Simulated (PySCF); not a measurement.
**TeH4: a search over shapes**

Aim: find the stationary points of TeH4 from see-saw, tetrahedral and square planar starts in the singlet state, tell minima from saddle points, and describe the lowest.

Program: PySCF 2.14.0. Level of theory: PBE0, basis Te def2-TZVP with ECP28, H def2-TZVP, scalar-relativistic core potentials, no spin–orbit coupling, density fitting. These are calculated values, not measurements.

## Step 1: Starting geometry

5 atoms, charge 0, spin multiplicity 1.

Bond lengths: Te1–H2 1.680 Å, Te1–H3 1.680 Å, Te1–H4 1.680 Å, Te1–H5 1.680 Å. Angles: H2–Te1–H3 170.0°, H2–Te1–H4 86.9°, H2–Te1–H5 86.9°, H3–Te1–H4 86.9°, H3–Te1–H5 86.9°, H4–Te1–H5 104.0°.

Coordinates in bohr (charge 0 multiplicity 1):
```
Te    0.0000    0.0000   -0.0336
H     0.0000    3.1626    0.2431
H     0.0000   -3.1626    0.2431
H     2.5018    0.0000    1.9210
H    -2.5018    0.0000    1.9210
```

## Step 2: See-saw start, singlet: relaxation

The steps below are one call of a driver around PySCF. For each, scf.py gives the equivalent set-up of the SCF; relaxations use the driver's own optimiser. Before each start the driver seeks the lowest SCF state from one or more starting densities and follows internal instabilities, so scf.py alone need not reach the same state.

The program finds C2v symmetry in the start, which this walk keeps. The walk stops when the largest gradient is under 0.0003 Eh/bohr and the energy has settled too.

The input, scf.py:

```python
from pyscf import gto, scf, dft
mol = gto.M(atom='''
Te     0.000000     0.000000    -0.017769
H      0.000000     1.673600     0.128631
H     -0.000000    -1.673600     0.128631
H      1.323900    -0.000000     1.016531
H     -1.323900     0.000000     1.016531''',
    basis={'Te': 'def2-TZVP', 'H': 'def2-TZVP'},
    ecp={'Te': 'def2-TZVP'},
    charge=0, spin=0)
mf = dft.RKS(mol, xc='PBE0')
mf.grids.atom_grid = (50, 194)
aux = {'Te': 'def2-universal-JKFIT', 'H': 'def2-universal-JKFIT'}
mf = mf.density_fit(auxbasis=aux)
mf.kernel()
```

Steps of the walk:

```csv
step,energy (Eh),change (kJ/mol),largest symmetric gradient (Eh/bohr)
0,-270.283639,0.00,0.03766
1,-270.298222,-38.29,0.01037
2,-270.300491,-44.24,0.00222
3,-270.300861,-45.22,0.00267
4,-270.301185,-46.07,0.00428
5,-270.301668,-47.33,0.00495
6,-270.302165,-48.64,0.00357
7,-270.302420,-49.31,0.00224
8,-270.302476,-49.46,0.00117
9,-270.302485,-49.48,0.00054
10,-270.302486,-49.48,0.00017
```

The walk ran for 8.4 s (4 threads, shared host).

It settles in C4v symmetry, 49.5 kJ/mol below the start, after 10 steps: Te–H 1.729 Å (×4); H–Te–H 82.5° (×4), H–Te–H 137.6°, H–Te–H 137.8°.

## Step 3: Hessian and properties

The point is checked on the finer grid, and tightened if its gradient asks for it. The Hessian and the dipole derivatives come from central differences of analytic gradients, with steps of 0.01 bohr.

scf.py, as its differences from that of step 2:

```diff
@@ -3,5 +3,5 @@
-Te     0.000000     0.000000    -0.017769
-H      0.000000     1.673600     0.128631
-H     -0.000000    -1.673600     0.128631
-H      1.323900    -0.000000     1.016531
-H     -1.323900     0.000000     1.016531''',
+Te     0.000000     0.000000    -0.018773
+H      0.000000     1.612569     0.604946
+H     -0.000000    -1.612569     0.604946
+H      1.612569    -0.000000     0.604946
+H     -1.612569     0.000000     0.604946''',
@@ -12 +12 @@
-mf.grids.atom_grid = (50, 194)
+mf.grids.atom_grid = (75, 302)
```

The driver hands on the density of the step before, so the log starts near convergence.

SCF at the final geometry:

```text
init E= -270.302531230735
  HOMO = -0.241345776565436  LUMO = -0.0394459111441101  gap/eV = 5.49398
cycle= 1 E= -270.302531230738  delta_E= -2.73e-12  |g|= 5e-06  |ddm|= 1.2e-05
  HOMO = -0.241345586021848  LUMO = -0.0394457227829141  gap/eV = 5.49398
Extra cycle  E= -270.30253123074  delta_E= -2.05e-12  |g|= 4.68e-06  |ddm|= 9.04e-06
converged SCF energy = -270.30253123074
```

The whole step took 7 s.

Geometry: C4v; Te–H 1.729 Å (×4); H–Te–H 82.5° (×4), H–Te–H 137.7° (×2).

Modes, for the most abundant isotopes:

```csv
symmetry,ω (cm⁻¹),IR (km/mol),type
b1,270,0.0,bend
a1,825,69.9,bend
e,1102,329,bend
b2,1252,0.0,bend
b1,1726,0.0,stretch
e,1771,866,stretch
a1,1928,20.3,stretch
```

Every mode is real; the point is a minimum.

Properties at this point:

| Quantity | Value |
| --- | --- |
| Dipole moment | 0.50 D |
| Highest occupied level | -6.57 eV |
| Lowest empty level | -1.07 eV |
| Rotational constants | 2.493, 2.493, 1.608 cm⁻¹ |
| Zero-point energy | 70.3 kJ/mol |
| Principal polarisabilities | 32.1, 48.5, 48.5 bohr³ |
| Atomisation energy without zero-point energy | 797 kJ/mol |
| Principal traceless quadrupole moments about the centre of mass | -0.10, -0.10, 0.20 D Å |
| Entropy at 298.15 K and 1 bar | 240.8 J/(mol K) |
| Heat capacity Cp at 298.15 K | 46.5 J/(mol K) |
| Enthalpy at 298.15 K above 0 K | 11.49 kJ/mol |
| Rotational symmetry number | 4 |

Charges (e) and bond orders:

| atom | Mulliken | Löwdin | polar tensor | Mayer order to Te1 |
| --- | --- | --- | --- | --- |
| Te1 | 0.08 | 0.24 | 1.10 | – |
| H2,3,4,5 | -0.02 | -0.06 | -0.28 | 0.85 |

Outer orbital energies (eV). occupied: -45.04, -45.04, -45.01, -19.03, -11.59, -11.59, -8.47, -6.57; empty: -1.07, 0.84, 0.84, 3.25.

Mulliken populations on Te1 (outside its core potential): s 3.80, p 9.71, d 10.37, f 0.04.

## Step 4: Tetrahedral start, singlet: relaxation

The program finds Td symmetry in the start, which this walk keeps. The walk stops when the largest gradient is under 0.0003 Eh/bohr and the energy has settled too.

scf.py, as its differences from that of step 3:

```diff
@@ -3,5 +3,5 @@
-Te     0.000000     0.000000    -0.018773
-H      0.000000     1.612569     0.604946
-H     -0.000000    -1.612569     0.604946
-H      1.612569    -0.000000     0.604946
-H     -1.612569     0.000000     0.604946''',
+Te     0.000000     0.000000    -0.000000
+H      1.371701    -0.000066     0.969939
+H     -1.371701    -0.000000     0.969939
+H      0.000033     1.371734    -0.969893
+H     -0.000033    -1.371669    -0.969986''',
@@ -12 +12 @@
-mf.grids.atom_grid = (75, 302)
+mf.grids.atom_grid = (50, 194)
```

Steps of the walk:

```csv
step,energy (Eh),change (kJ/mol),largest symmetric gradient (Eh/bohr)
0,-270.078716,0.00,0.01426
1,-270.082354,-9.55,0.00620
2,-270.083328,-12.11,0.00104
3,-270.083359,-12.19,0.00009
4,-270.083359,-12.19,0.00000
```

The walk took 3 s.

After 4 steps and 12.2 kJ/mol it ends at Td: Te–H 1.755 Å (×4); H–Te–H 109.5° (×6). A gradient of 0.0388 Eh/bohr that breaks the symmetry is left: this electronic state wants a lower symmetry.

## Step 5: Relaxing without the symmetry constraint

The geometry is nudged along the force that breaks the symmetry.

The program finds D2d symmetry in the start, which may break. Threshold on the gradient: 0.0003 Eh/bohr, with a further test on the energy change.

scf.py, as its differences from that of step 4:

```diff
@@ -3,5 +3,5 @@
-Te     0.000000     0.000000    -0.000000
-H      1.371701    -0.000066     0.969939
-H     -1.371701    -0.000000     0.969939
-H      0.000033     1.371734    -0.969893
-H     -0.000033    -1.371669    -0.969986''',
+Te    -0.000000    -0.000000     0.000000
+H      1.482913    -0.000068     0.963223
+H     -1.482913     0.000007     0.963223
+H      0.000037     1.482944    -0.963175
+H     -0.000037    -1.482882    -0.963270''',
```

The optimiser's trace (not every step is listed):

```csv
step,energy (Eh),change (kJ/mol),largest gradient (Eh/bohr)
0,-270.107113,0.00,0.03898
1,-270.169018,-162.53,0.03476
2,-270.218783,-293.19,0.02676
3,-270.251791,-379.85,0.01746
4,-270.269333,-425.91,0.00884
5,-270.275071,-440.97,0.00268
6,-270.275662,-442.52,0.00068
7,-270.275670,-442.55,0.00090
8,-270.275675,-442.56,0.00140
9,-270.275686,-442.59,0.00218
10,-270.275709,-442.65,0.00320
12,-270.275882,-443.10,0.00720
14,-270.276713,-445.28,0.01552
16,-270.280142,-454.29,0.02922
18,-270.289228,-478.14,0.03703
20,-270.297442,-499.71,0.03796
22,-270.302244,-512.32,0.00553
23,-270.302394,-512.71,0.00043
24,-270.302409,-512.75,0.00048
25,-270.302460,-512.88,0.00078
26,-270.302482,-512.94,0.00046
27,-270.302486,-512.95,0.00016
28,-270.302486,-512.95,0.00017
```

The walk took 18 s.

End point (C4v, 28 steps, 513.0 kJ/mol gained): Te–H 1.729 Å (×4); H–Te–H 82.5° (×4), H–Te–H 137.7° (×2).

## Step 6: Relaxation: square planar start, singlet

The program finds D4h symmetry in the start, which this walk keeps. The walk stops when the largest gradient is under 0.0003 Eh/bohr and the energy has settled too.

scf.py, as its differences from that of step 5:

```diff
@@ -3,5 +3,5 @@
-Te    -0.000000    -0.000000     0.000000
-H      1.482913    -0.000068     0.963223
-H     -1.482913     0.000007     0.963223
-H      0.000037     1.482944    -0.963175
-H     -0.000037    -1.482882    -0.963270''',
+Te     0.000000     0.000000    -0.000000
+H      1.680000    -0.000000    -0.000000
+H      0.000000     1.680000    -0.000000
+H     -1.680000     0.000000     0.000000
+H     -0.000000    -1.680000     0.000000''',
```

Steps of the walk:

```csv
step,energy (Eh),change (kJ/mol),largest symmetric gradient (Eh/bohr)
0,-270.275272,0.00,0.00571
1,-270.275631,-0.94,0.00168
2,-270.275667,-1.04,0.00007
```

The walk ran for 1.7 s (4 threads, shared host).

Positions (Å) and forces (eV/Å) along the way:

```
step 0
Te   0.000   0.000   0.000   0.000   0.000   0.000
H    1.680   0.000   0.000   0.293   0.000   0.000
H    0.000   1.680   0.000   0.000   0.293   0.000
H   -1.680   0.000   0.000  -0.293   0.000   0.000
H    0.000  -1.680   0.000   0.000  -0.293   0.000
step 1
Te   0.000   0.000   0.000   0.000   0.000   0.000
H    1.693   0.000   0.000   0.086   0.000   0.000
H    0.000   1.693   0.000   0.000   0.086   0.000
H   -1.693   0.000   0.000  -0.086   0.000   0.000
H    0.000  -1.693   0.000   0.000  -0.086   0.000
step 2
Te   0.000   0.000   0.000   0.000   0.000   0.000
H    1.698   0.000   0.000   0.004   0.000   0.000
H    0.000   1.698   0.000   0.000   0.004   0.000
H   -1.698   0.000   0.000  -0.004   0.000   0.000
H    0.000  -1.698   0.000   0.000  -0.004   0.000
```

It settles in D4h symmetry, 1.0 kJ/mol below the start, after 2 steps: Te–H 1.698 Å (×4); H–Te–H 90.0° (×4), H–Te–H 180.0° (×2).

## Step 7: Hessian and properties

As before: finer grid, then central differences.

scf.py, as its differences from that of step 6:

```diff
@@ -3,5 +3,5 @@
-Te     0.000000     0.000000    -0.000000
-H      1.680000    -0.000000    -0.000000
-H      0.000000     1.680000    -0.000000
-H     -1.680000     0.000000     0.000000
-H     -0.000000    -1.680000     0.000000''',
+Te     0.000000     0.000000     0.000000
+H      1.698355     0.000000     0.000000
+H     -0.000000     1.698355    -0.000000
+H     -1.698355    -0.000000    -0.000000
+H      0.000000    -1.698355     0.000000''',
@@ -12 +12 @@
-mf.grids.atom_grid = (50, 194)
+mf.grids.atom_grid = (75, 302)
```

Log of the central SCF (cycles and frontier levels):

```text
init E= -270.275678755145
  HOMO = -0.261842633238356  LUMO = -0.084157081834749  gap/eV = 4.83507
cycle= 1 E= -270.275678755147  delta_E= -1.53e-12  |g|= 3.28e-06  |ddm|= 8.9e-06
  HOMO = -0.261843446600664  LUMO = -0.0841574757735604  gap/eV = 4.83508
Extra cycle  E= -270.275678755146  delta_E= 4.55e-13  |g|= 3.06e-06  |ddm|= 8.38e-06
converged SCF energy = -270.275678755146
```

The whole step took 5.6 s.

Geometry: D4h; Te–H 1.698 Å (×4); H–Te–H 90.0° (×4), H–Te–H 180.0° (×2).

Harmonic modes (main isotopes):

```
symmetry  ω (cm⁻¹)  IR (km/mol)  μ (u)
     a2u      805i         12.9   1.04
     b2u       792          0.0   1.01
      eu      1006          336   1.03
     b2g      1256          0.0   1.01
     b1g      1846          0.0   1.01
      eu      1883          324   1.02
     a1g      2020          0.0   1.01
```

1 mode is imaginary, the largest at 805i cm⁻¹: a saddle point, not a minimum.

Constants and moments:

| Quantity | Value |
| --- | --- |
| Dipole moment | 0.00 D |
| Highest occupied level | -7.13 eV |
| Lowest empty level | -2.29 eV |
| Rotational constants | 2.9, 2.9, 1.45 cm⁻¹ |
| Zero-point energy (real modes) | 69.9 kJ/mol |
| Principal polarisabilities | 30.2, 47.3, 47.3 bohr³ |
| Atomisation energy without zero-point energy | 727 kJ/mol |
| Principal traceless quadrupole moments about the centre of mass | -2.95, 1.48, 1.48 D Å |

Charges (e) and bond orders:

```tsv
atom	Mulliken	Löwdin	polar tensor	Mayer order to Te1
Te1	-0.07	0.11	0.69	–
H2,3,4,5	0.02	-0.03	-0.17	0.79
```

Outer orbital energies (eV). occupied: -44.75, -44.75, -44.74, -19.00, -12.10, -12.10, -7.23, -7.13; empty: -2.29, 2.67, 2.67, 3.64.

Mulliken populations on Te1 (outside its core potential): s 3.65, p 10.07, d 10.33, f 0.03.

## Step 8: Downhill along the imaginary mode

The start is the last point, displaced along its most imaginary mode.

The program finds C4v symmetry in the start, which this walk keeps.

scf.py, as its differences from that of step 7:

```diff
@@ -3,5 +3,5 @@
-Te     0.000000     0.000000     0.000000
-H      1.698355     0.000000     0.000000
-H     -0.000000     1.698355    -0.000000
-H     -1.698355    -0.000000    -0.000000
-H      0.000000    -1.698355     0.000000''',
+Te     0.000000     0.000000     0.003724
+H      1.698355    -0.000000    -0.120000
+H     -0.000000     1.698355    -0.120000
+H     -1.698355    -0.000000    -0.120000
+H      0.000000    -1.698355    -0.120000''',
@@ -12 +12 @@
-mf.grids.atom_grid = (75, 302)
+mf.grids.atom_grid = (50, 194)
```

The optimiser's trace:

```csv
step,energy (Eh),change (kJ/mol),largest symmetric gradient (Eh/bohr)
0,-270.278178,0.00,0.02066
1,-270.284164,-15.72,0.03278
2,-270.295024,-44.23,0.02860
3,-270.297121,-49.73,0.03853
4,-270.301967,-62.46,0.00419
5,-270.302338,-63.43,0.00252
6,-270.302486,-63.82,0.00021
7,-270.302486,-63.82,0.00001
```

The walk took 4.8 s.

Geometry (Å) and forces (eV/Å) at some steps:

```
step 0
Te   0.000   0.000   0.004   0.000   0.000   1.062
H    1.698   0.000  -0.120  -0.041   0.000  -0.266
H    0.000   1.698  -0.120   0.000  -0.041  -0.266
H   -1.698   0.000  -0.120   0.041   0.000  -0.266
H    0.000  -1.698  -0.120   0.000   0.041  -0.266
step 1
Te   0.000   0.000   0.095   0.000   0.000   1.685
H    1.688   0.000  -0.143  -0.024   0.000  -0.421
H    0.000   1.688  -0.143   0.000  -0.024  -0.421
H   -1.688   0.000  -0.143   0.024   0.000  -0.421
H    0.000  -1.688  -0.143   0.000   0.024  -0.421
step 4
Te   0.000   0.000   0.375   0.000   0.000   0.149
H    1.639   0.000  -0.213  -0.216   0.000  -0.037
H    0.000   1.639  -0.213   0.000  -0.216  -0.037
H   -1.639   0.000  -0.213   0.216   0.000  -0.037
H    0.000  -1.639  -0.213   0.000   0.216  -0.037
step 7
Te   0.000   0.000   0.404   0.000   0.000   0.000
H    1.613   0.000  -0.220   0.000   0.000   0.000
H    0.000   1.613  -0.220   0.000   0.000   0.000
H   -1.613   0.000  -0.220   0.000   0.000   0.000
H    0.000  -1.613  -0.220   0.000   0.000   0.000
```

It settles in C4v symmetry, 63.8 kJ/mol below the start, after 7 steps: Te–H 1.729 Å (×4); H–Te–H 82.5° (×4), H–Te–H 137.7° (×2).

## Step 9: All stationary points

| spin | group | bonds | imaginary modes (cm⁻¹) | ΔE (kJ/mol) | with zero-point energy |
| --- | --- | --- | --- | --- | --- |
| singlet | C4v | Te–H 1.729 Å (×4) | none | 0.0 | 0.0 |
| singlet | D4h | Te–H 1.698 Å (×4) | 805i | 70.5 | – |

## Step 10: Summary of results

```
                                 quantity                                                                    value
                           lowest minimum                                                             singlet, C4v
                                 geometry                 Te–H 1.729 Å (×4); H–Te–H 82.5° (×4), H–Te–H 137.7° (×2)
                       wavenumbers (cm⁻¹)  270 (b1), 825 (a1), 1102 (e), 1252 (b2), 1726 (b1), 1771 (e), 1928 (a1)
                            dipole moment                                                                   0.50 D
     highest occupied, lowest empty level                                                          -6.57, -1.07 eV
               polar-tensor charge of Te1                                                                  +1.10 e
                        zero-point energy                                                              70.3 kJ/mol
                      entropy at 298.15 K                                                          240.8 J/(mol K)
atomisation energy (no zero-point energy)                                                               797 kJ/mol
```

In words: The lowest minimum found is the singlet of C4v symmetry. The strongest infrared band lies at 1771 cm⁻¹ (e, stretch). A search over typed starts can miss a lower isomer.  Spin–orbit coupling is left out.

The search up to here ran for 50 s (4 threads, shared host).
